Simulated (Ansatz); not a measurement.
# PbS (Galena): the cost of one run

Computed with Ansatz 0.2.0 through its Python package. Level of theory: DFT LDA, plane waves, PAW.

The COD entry's cell or inner coordinates are ideal or old and differ from later refinements, so a difference from it is no clean test against experiment.

### Step 1. The system

The structure is cubic, space group Fm-3m (No. 225). Conventional cell: a = 5.931 Å, b = 5.931 Å, c = 5.931 Å, α = 90.00°, β = 90.00°, γ = 90.00°. Pb (site symmetry m-3m) has 6 S at 2.97 Å as nearest neighbours. Around S (site symmetry m-3m) lie 6 Pb at 2.97 Å.

The script holds or builds the structure itself.

### Step 2. Script

Contents of dfpt_pbs.py:

```python
'''DFPT phonons of PbS.'''

from pathlib import Path

import ansatz as az
from ase import Atoms
import numpy as np

atoms = Atoms(
    ['Pb', 'S'],
    scaled_positions=[
        (0.0, 0.0, 0.0),
        (0.5, 0.5, 0.5),
    ],
    cell=[
        (0.0, 2.96575, 2.96575),
        (2.96575, 0.0, 2.96575),
        (2.96575, 2.96575, 0.0),
    ],
    pbc=True,
)
cell = az.Crystal.from_ase(atoms)

calc = (
    cell.calculation()
    .functional('lda')
    .pseudopotentials('paw')
    .occupations('fermi_dirac', width=0.01)
    .kpoints(6, 6, 6)
    .phonons('dfpt', points=[(0, 0, 0), (0.5, 0, 0.5)])
)
res = calc.run(runs_dir='runs')
ph = res.phonons

for q in ph.qpoints:
    thz = np.asarray(q.omega_inv_cm) / 33.35641
    print('q = ({:.2f}, {:.2f}, {:.2f})'.format(*q.q_frac), np.round(thz, 2) + 0.0, 'THz')
```

### Step 3. Running it

The run is started by

```bash
python dfpt_pbs.py
```

Q: Estimate wall time and peak memory on 1 thread of Intel Xeon 6975P-C (Granite Rapids), shared host.

About 10 s, with a peak of 0.53 GiB.
